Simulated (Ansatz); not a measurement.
**YbAlNi (P-62m): relaxation of cell and ions from a Python script**

What cell does YbAlNi (P-62m) relax to? The task is a relaxation of cell and ions, for YbAlNi (P-62m).

Program: the Python package of Ansatz 0.2.0. Level of theory: DFT LDA, plane waves, PAW. These are calculated values, not measurements.

## Step 1: The structure

The structure is hexagonal, space group P-62m (No. 189). Conventional cell: a = 6.743 Å, b = 6.743 Å, c = 4.121 Å, α = 90.00°, β = 90.00°, γ = 120.00°. Yb (site symmetry m2m) has 5 Ni at 2.82 to 2.89 Å and 6 Al at 3.12 to 3.20 Å in its first shell of neighbours. Al (site symmetry m2m) is surrounded by 4 Ni at 2.60 to 2.64 Å and 2 Al at 2.75 Å. Ni (site symmetry -6) is surrounded by 3 Al at 2.64 Å and 6 Yb at 2.89 Å. Ni (site symmetry -62m) is surrounded by 6 Al at 2.60 Å and 3 Yb at 2.82 Å.

The script holds or builds the structure itself.

## Step 2: Script

Contents of ybalni_vcrelax.py:

```python
'''Relax cell and ions of YbAlNi.'''

import warnings

import ansatz as az
from ase import Atoms
from ase.data import atomic_numbers
import numpy as np
import spglib

def edges_and_angles(cell):
    cell = np.asarray(cell)
    a, b, c = np.linalg.norm(cell, axis=1)
    cosines = cell[1] @ cell[2] / (b * c), cell[0] @ cell[2] / (a * c), cell[0] @ cell[1] / (a * b)
    return (a, b, c, *np.degrees(np.arccos(cosines)))


def main() -> None:
    warnings.simplefilter('ignore', az.DeckWarning)

    atoms = Atoms(
        ['Yb', 'Yb', 'Yb', 'Al', 'Al', 'Al', 'Ni', 'Ni', 'Ni'],
        scaled_positions=[
            [0.418144, 0.0, 0.5],
            [0.0, 0.418144, 0.5],
            [0.581856, 0.581856, 0.5],
            [0.764954, 0.0, 0.0],
            [0.0, 0.764954, 0.0],
            [0.235046, 0.235046, 0.0],
            [1 / 3, 2 / 3, 0.0],
            [2 / 3, 1 / 3, 0.0],
            [0.0, 0.0, 0.5],
        ],
        cell=[
            [6.742864, 0.0, 0.0],
            [-3.371432, 5.839491, 0.0],
            [0.0, 0.0, 4.120986],
        ],
        pbc=True,
    )
    atoms.set_initial_magnetic_moments([0.0, 0.0, 0.0, 0.0, 0.0, 0.0, 1.0, 1.0, 1.0])
    xtal = az.Crystal.from_ase(atoms)

    # edges free, angles fixed
    job = (
        xtal.calculation()
        .functional('lda')
        .pseudopotentials('paw')
        .kpoints(5, 5, 7)
        .occupations('fermi_dirac', width=0.15)  # the run then minimises F = E - TS
        .spin(az.SpinTreatment.COLLINEAR)
        .scf(tolerance=1e-09)
        .relax(force_tolerance=0.01, max_steps=40, fix_cell=['angles'])  # relax until the tolerances are met
    )
    steps = []


    def collect(event):
        if event['event'] == 'relax_step':
            steps.append(event['data'])


    res = job.session().plan().execute(on_event=collect)
    data = res.report
    for s in steps:
        flag = '' if s['accepted'] else '  (rejected)'
        print('step %2d  E = %.5f eV  largest force component = %.4f eV/A%s' % (s['step'], s['lagrangian_ev'], s['allowed_force_max_ev_ang'], flag))

    first, last = steps[0], steps[-1]
    symbols = [site.symbol for site in res.lattice.sites]
    print(f'energy gained {first["lagrangian_ev"] - last["lagrangian_ev"]:.4f} eV in {len(steps) - 1} steps')
    for label, vectors in (('before', first['cell_ang']), ('after', res.lattice.cell_ang)):
        print(label, 'a b c (A) {:.4f} {:.4f} {:.4f}  angles {:.2f} {:.2f} {:.2f}'.format(*edges_and_angles(vectors)), f' V = {abs(np.linalg.det(vectors)):.3f} A^3')
    print('final stress xx yy zz (GPa, compression positive):', np.round(np.diag(data['stress_gpa']), 3) + 0.0)

    print('relaxed fractional positions')
    for site in res.lattice.sites:
        print(f'  {site.symbol:2s}', ' '.join(f'{v % 1:8.5f}' for v in np.round(site.position_frac, 5)))

    print('atom   start x y z (A)              end x y z (A)')
    for symbol, a, b in zip(symbols, first['positions_ang'], last['positions_ang']):
        print(f'{symbol:3s}', ' '.join(f'{v:8.4f}' for v in a), '  ', ' '.join(f'{v:8.4f}' for v in b))

    fractions = [site.position_frac for site in res.lattice.sites]
    numbers = [atomic_numbers[s] for s in symbols]
    for tolerance in (1e-3, 1e-2, 1e-1):
        print(f'space group at {tolerance} A:', spglib.get_spacegroup((res.lattice.cell_ang, fractions, numbers), symprec=tolerance))

    print('%-22s %14.5f eV' % ('F = E - TS', data['free_energy_ev']))
    print('%-22s %14.5f eV' % ('E', data['internal_energy_ev']))
    print('%-22s %14.5f eV' % ('Harris-Foulkes', data['harris_foulkes_ev']))
    print('%-22s %14.5f eV' % ('Fermi level', data['fermi_energy_ev']))


if __name__ == '__main__':
    main()
```

## Step 3: The calls as engine input

The engine receives this input:

```yaml
crystal:
  lattice:
    - [6.742864, 0.0, 0.0]
    - [-3.371432, 5.839491, 0.0]
    - [0.0, 0.0, 4.120986]
  atoms:
    - { symbol: Yb, position: [0.418144, 0.0, 0.5], spin: 0.0 }
    - { symbol: Yb, position: [1.563127509402654e-17, 0.418144, 0.5], spin: 0.0 }
    - { symbol: Yb, position: [0.581856, 0.581856, 0.5], spin: 0.0 }
    - { symbol: Al, position: [0.764954, 0.0, 0.0], spin: 0.0 }
    - { symbol: Al, position: [-2.7207768567196486e-17, 0.764954, 0.0], spin: 0.0 }
    - { symbol: Al, position: [0.235046, 0.235046, 0.0], spin: 0.0 }
    - { symbol: Ni, position: [0.3333333333333333, 0.6666666666666666, 0.0], spin: 1.0 }
    - { symbol: Ni, position: [0.6666666666666666, 0.3333333333333333, 0.0], spin: 1.0 }
    - { symbol: Ni, position: [0.0, 0.0, 0.5], spin: 1.0 }
kpoints:
  mp_grid:
    grid: [5, 5, 7]
hamiltonian:
  xc: lda
  pseudopotentials:
    kind: paw
magnetization:
  spin_polarized: true
scf:
  convergence:
    dr2_threshold: 1.0e-09
  occupations:
    method: fermi_dirac
    width: 0.15
relax:
  f_tol: 0.01
  max_steps: 40
  cell:
    fix: [angles]
```

## Step 4: Running it

Command:

```
python ybalni_vcrelax.py
```

Without the output at hand: what should come out? Wanted: free energy; moment, net / absolute; moves of the relaxation; energy gained; last largest force component; relaxed conventional cell; space group at the end.

**Answer**, as computed:

```
                                         quantity                                                                       value
                                      free energy                                         -59545.9235 eV (-6616.2137 eV/atom)
                           moment, net / absolute                                                     0.00 / 0.00 μB per cell
                          moves of the relaxation                                                                           5
energy gained (ahead of the last change of basis)                                                               43.5 meV/atom
                     last largest force component                                                                 0.0003 eV/Å
                        relaxed conventional cell  a = 6.682 Å, b = 6.682 Å, c = 3.848 Å, α = 90.00°, β = 90.00°, γ = 120.00°
                           space group at the end                                                                       P-62m
```

**Reading.** The volume shrank by 8.3 % over 5 moves (some cell parameters were held, so the cell is relaxed in part), and the space group stayed P-62m. The starting moments died away: the state reached is non-magnetic. Reading the output:
- The mesh is modest for a metal, so energies can be off by several to tens of meV an atom and pressures by half a GPa or more; differences at equal mesh fare better.
- The zero of the levels is a convention of the potentials, so an absolute Fermi energy is no work function.
- Energies along a relaxation are free energies. Rows at an unchanged volume are solved on a plane-wave basis chosen afresh for that cell, so the energy jumps there and such rows are no steps of the walk.
- A Fermi-Dirac width this large means warm electrons, whose thermal share enters the free energy.
- This cell is a computed structure, which may not be the phase found in nature.
- The script silences the warnings on its input, which a real study should read. The starting moments were not kept in at least one run, so it stands on a weaker or other magnetic state than the one typed.

No U or exact exchange acts on the 4f shell of Yb, so a metallic reading can be the functional's.
